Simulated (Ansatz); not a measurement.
# C3H6AlN: a ladder of functionals and wavefunction methods

One table from this session's results is given with a row withheld; the runs are named, their logs left out.

Computed with Ansatz 0.2.0, Gaussian basis. Level: functionals in def2-TZVPP, the program's frozen cores in correlated methods.

Plan: LDA (SPW92), PBE-D4, revPBE-D4, BLYP-D4, r2SCAN-D4, B97M-V, PBE0-D4, B3LYP-D4, r2SCANh-D4, r2SCAN0-D4, HSE06-D4, BHLYP-D4, CAM-B3LYP-D4, LC-ωPBE, ωB97X-V, ωB97M-V, B2PLYP, PBE-QIDH; CCSD(T)/def2-SVP; CCSD(T)/def2-TZVPP; MP2/def2-QZVPP; extrapolation to the limit; RPA on PBE.

## Structure used throughout

An earlier PBE0-D4 in a triple-zeta def2 set relaxation fixed the geometry.

SMILES `N=[CH][Al]1[CH2][CH2]1`, 11 atoms, charge 0, spin multiplicity 1.

Atoms are counted from 1 here; the program's logs count them from 0.

Bond lengths: N1–C2 1.274 Å, N1–H6 1.023 Å, C2–Al3 1.978 Å, C2–H7 1.097 Å, Al3–C4 1.903 Å, Al3–C5 1.902 Å, C4–C5 1.591 Å, C4–H8 1.089 Å, C4–H9 1.089 Å, C5–H10 1.089 Å, C5–H11 1.089 Å. Angles: C2–N1–H6 111.9°, N1–C2–Al3 123.2°, N1–C2–H7 114.8°, Al3–C2–H7 121.9°, C2–Al3–C4 149.7°, C2–Al3–C5 160.8°, C4–Al3–C5 49.4°, Al3–C4–C5 65.2°, Al3–C4–H8 122.0°, Al3–C4–H9 122.7°, C5–C4–H8 114.3°, C5–C4–H9 114.5°, H8–C4–H9 109.9°, Al3–C5–C4 65.3°, Al3–C5–H10 122.4°, Al3–C5–H11 122.0°, C4–C5–H10 114.7°, C4–C5–H11 114.5° and more.

Set-up of the first run:

Contents of in.yaml:

```yaml
crystal:
  periodic: [false, false, false]
  atoms:
    - {symbol: N, position_ang: [0.062231, 2.870849, 0.940696]}
    - {symbol: C, position_ang: [0.807999, 2.073910, 0.284406]}
    - {symbol: Al, position_ang: [0.318683, 0.194557, -0.093540]}
    - {symbol: C, position_ang: [-0.921724, -1.241724, 0.050461]}
    - {symbol: C, position_ang: [0.419588, -1.595237, -0.729639]}
    - {symbol: H, position_ang: [-0.806908, 2.421500, 1.238864]}
    - {symbol: H, position_ang: [1.755074, 2.507316, -0.060351]}
    - {symbol: H, position_ang: [-1.821954, -1.290086, -0.560313]}
    - {symbol: H, position_ang: [-1.068892, -1.802158, 0.972239]}
    - {symbol: H, position_ang: [0.280985, -1.849838, -1.778915]}
    - {symbol: H, position_ang: [1.040218, -2.346089, -0.243207]}
basis:
  gaussian: {orbitals: def2-TZVPP}
hamiltonian: {xc: lda}
output: {orbitals: {seedname: orbitals}}
```

Command:

```console
$ ansatz run in.yaml --threads 4 --pin off --events-out ev --progress --plain --max-ram 10444MiB
```

Among the steps run: LDA; PBE-D4 (GGA); revPBE-D4 (GGA); BLYP-D4 (GGA); r2SCAN-D4 (meta-GGA); B97M-V (meta-GGA); B3LYP-D4 (hybrid); r2SCANh-D4 (hybrid); r2SCAN0-D4 (hybrid); HSE06-D4 (hybrid); BHLYP-D4 (hybrid); CAM-B3LYP-D4 (range-separated); LC-ωPBE (range-separated); ωB97X-V (range-separated); ωB97M-V (range-separated); B2PLYP (double hybrid); PBE-QIDH (double hybrid).

One of the session's tables, all rows but one given; the rest of the session is left out.

It belongs to the step «Orbital energies across the functionals». 

| functional | HOMO (eV) | LUMO (eV) | gap (eV) |
| --- | --- | --- | --- |
| LDA (SPW92) | -5.00 | -3.20 | 1.81 |
| PBE-D4 | -4.86 | -2.95 | 1.91 |
| revPBE-D4 | ? | ? | ? |
| BLYP-D4 | -4.74 | -2.82 | 1.92 |
| r2SCAN-D4 | -5.05 | -2.77 | 2.27 |
| B97M-V | -5.06 | -2.74 | 2.32 |
| PBE0-D4 | -5.99 | -2.02 | 3.96 |
| B3LYP-D4 | -5.80 | -2.25 | 3.55 |
| r2SCANh-D4 | -5.47 | -2.43 | 3.04 |
| r2SCAN0-D4 | -6.11 | -1.93 | 4.18 |
| HSE06-D4 | -5.59 | -2.40 | 3.18 |
| BHLYP-D4 | -7.02 | -1.09 | 5.93 |
| CAM-B3LYP-D4 | -7.33 | -0.98 | 6.36 |
| LC-ωPBE | -8.67 | 0.15 | 8.82 |
| ωB97X-V | -8.32 | 0.05 | 8.36 |
| ωB97M-V | -8.17 | -0.14 | 8.03 |

Q: Estimate the row for revPBE-D4 from the others.

As computed: HOMO (eV): -4.80; LUMO (eV): -2.85; gap (eV): 1.95. In the column «HOMO (eV)» it lies between PBE-D4 (-4.86) and BLYP-D4 (-4.74).
